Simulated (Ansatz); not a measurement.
# C₂H₃AlF₂: basis-set convergence

Aim: see how fast density functionals converge with the basis set for C₂H₃AlF₂.

Computed with Ansatz 0.2.0, Gaussian basis. Level: one geometry, several basis sets.

The runs, in order: PBE0-D4/def2-SVP; ωB97M-V/def2-SVP; PBE0-D4/def2-QZVPP; ωB97M-V/def2-QZVPP; the functionals' def2-TZVPP values are taken from earlier runs.

### 1 The relaxed structure

All runs share one geometry, relaxed beforehand with PBE0-D4 in a triple-zeta def2 set.

8 atoms, charge 0, spin multiplicity 1.

Atoms are counted from 1 here; the program's logs count them from 0.

Bond lengths: F1–C2 1.315 Å, C2–F3 1.314 Å, C2–C4 1.323 Å, C4–Al5 1.928 Å, C4–H6 1.086 Å, Al5–H7 1.584 Å, Al5–H8 1.582 Å. Angles: F1–C2–F3 108.2°, F1–C2–C4 126.1°, F3–C2–C4 125.6°, C2–C4–Al5 124.4°, C2–C4–H6 113.4°, Al5–C4–H6 122.2°, C4–Al5–H7 117.5°, C4–Al5–H8 120.5°, H7–Al5–H8 122.0°.

### 2 PBE0-D4 in def2-SVP

in.yaml

```yaml
crystal:
  periodic: [false, false, false]
  atoms:
    - {symbol: F, position_ang: [1.337697, -0.238157, 2.225363]}
    - {symbol: C, position_ang: [0.666568, -0.429616, 1.110776]}
    - {symbol: F, position_ang: [0.523735, -1.724198, 0.934507]}
    - {symbol: C, position_ang: [0.211116, 0.513581, 0.302290]}
    - {symbol: Al, position_ang: [-0.768827, 0.176592, -1.322996]}
    - {symbol: H, position_ang: [0.442092, 1.519233, 0.640545]}
    - {symbol: H, position_ang: [-1.240482, 1.431461, -2.166965]}
    - {symbol: H, position_ang: [-1.079799, -1.305996, -1.779321]}
basis:
  gaussian: {orbitals: def2-SVP}
hamiltonian: {xc: pbe0, dispersion: d4}
output: {orbitals: {seedname: orbitals}}
```

Started as:

```sh
ansatz run in.yaml --threads 2 --pin off --events-out ev --progress --plain --max-ram 4352MiB
```

Further steps of the session: ωB97M-V in def2-SVP; PBE0-D4 in def2-QZVPP; ωB97M-V in def2-QZVPP.

Before running them: what should the planned runs give, taken together? Wanted: PBE0-D4: double and triple zeta above quadruple; ωB97M-V: double and triple zeta above quadruple.

The runs gave:

| quantity | value |
| --- | --- |
| PBE0-D4: double and triple zeta above quadruple | 11.85, 0.59 eV |
| ωB97M-V: double and triple zeta above quadruple | 12.05, 0.56 eV |

In words: PBE0-D4 gains 11.26 eV from double to triple zeta, then 0.59 eV more. These are total energies; as a rule much of such shifts cancels in differences, which this series doesn't test.
